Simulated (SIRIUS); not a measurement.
Crystal: TiSn.

```
Ti Sn
1.0
     0.00000    2.80055    2.80055
     2.80055    0.00000    2.80055
     2.80055    2.80055    0.00000
Ti Sn
1 1
Direct
  0.00000 0.00000 0.00000
  0.50000 0.50000 0.50000
```

The cell was built by a generator and needn't be a form met in nature.

Base run:

- Program: SIRIUS 7.10.0
- Functional: B86bPBE
- Potentials or basis: PseudoDojo 0.4.1 PBE standard (scalar relativistic)
- Cutoff: 1152 eV
- Density cutoff: 4606 eV
- k mesh: 8 × 8 × 8
- Occupations: fermi-dirac, width 0.05 eV
- Spin: no spin polarisation

Its results: band gap on the k mesh none (metal or under the smearing width); pressure 0.7 GPa.

**Question.** The run is repeated on the same cell with these changes: functional from B86bPBE to AM05; libxc names from ["XC_GGA_X_B86_MGC", "XC_GGA_C_PBE"] to ["XC_GGA_X_AM05", "XC_GGA_C_AM05"]. What comes out?

**Answer.** Band gap on the k mesh none (metal or under the smearing width); pressure -3.7 GPa.

Caveats: the potentials were made for another functional, which shifts forces and pressure.

Not every run made on this cell is shown here.
